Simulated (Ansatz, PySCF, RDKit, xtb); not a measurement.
# Solving GeNH3ClOF, step by step

Only the formula GeNH3ClOF is given. Aim: find the structure of lowest free energy at 298.15 K, then its properties.

The funnel: GFN2-xTB relaxations, single points with a density functional, relaxations at B3LYP/6-31G*, harmonic vibrations, and a last energy at a higher level. All values are calculated.

8 further runs of the same task are left out: 1 that didn't finish, 7 set aside as unsound or not needed.

### Step 1. Drawing up candidates

All bonding patterns within simple valence rules are listed by program: one Lewis structure each, at most two rings and one unusual centre or charged pair. O–O, O–halogen and N–halogen bonds and N–N–N chains are not drawn. That gives 7 candidates.

| label | SMILES | spin |
| --- | --- | --- |
| c014 | [O-][NH2+][Ge@H]([F])[Cl] | singlet |
| c065 | O[NH2+][Ge-]([F])[Cl] | singlet |
| c099 | N[OH+][Ge-]([F])[Cl] | singlet |
| c179 | [NH2][Ge@]([OH])([F])[Cl] | singlet |
| c701 | [NH3+][Ge@-](=[O])([F])[Cl] | singlet |
| c948 | O[NH][Ge@H]([F])[Cl] | singlet |
| c971 | N[O][Ge@H]([F])[Cl] | singlet |

Candidates are built by distance geometry, with a force field where one applies, in up to four conformers (letters a to d). 11 starts with atoms placed at random are added, to find patterns that the rules miss.

Q: Predict the outcome of this search (final energies at CCSD(T)/def2-SVP + MP2/def2-TZVPP - MP2/def2-SVP).

| quantity | value |
| --- | --- |
| lowest structure found | [NH2][Ge@]([OH])([F])[Cl], singlet, C1 |
| next finalist | [NH3][Ge]([O])([F])[Cl] ‡, singlet, 29.2 kcal/mol higher in G |
| share at equilibrium, among the finalists | 100.0 % |
| harmonic wavenumbers, lowest and highest (B3LYP/6-31G*) | 130 and 3736 cm⁻¹ |
| rotational constants, same geometry | 0.1129, 0.06846, 0.06706 cm⁻¹ |
| dipole moment (PBE0/def2-TZVPD) | 3.02 D |
| HOMO energy (PBE0/def2-TZVPD) | -8.69 eV |
| LUMO energy (PBE0/def2-TZVPD) | -1.15 eV |
| HOMO–LUMO gap (PBE0/def2-TZVPD) | 7.55 eV |
| lowest excitation (TD-CAM-B3LYP/def2-SVPD) | 6.54 eV (f = 0.093) |
| lowest triplet excitation, same level, Tamm-Dancoff | 5.91 eV |
| vertical ionisation energy | 10.86 eV |
| vertical electron affinity | -0.25 eV (unbound: the value depends on the basis) |
| vertical triplet less singlet | +5.81 eV |

`[NH2][Ge@]([OH])([F])[Cl]` comes out lowest. The margin of 29.2 kcal/mol over the next finalist is beyond the usual error of the last level; it says nothing of structures that weren't ranked. B3LYP/6-31G*, HF/def2-SVP and MP2/def2-SVP already put its bonding pattern lowest among the structures in one piece. One minimum inside the window was never screened. The search is not exhaustive (a finite list of starts, one conformer a finalist), so a lower isomer can't be ruled out. Patterns outside the rules of the enumeration were met only by chance.

‡ marks the bonded skeleton alone, with all bonds drawn single: no Lewis structure was assigned that passes a check against the bond lengths.
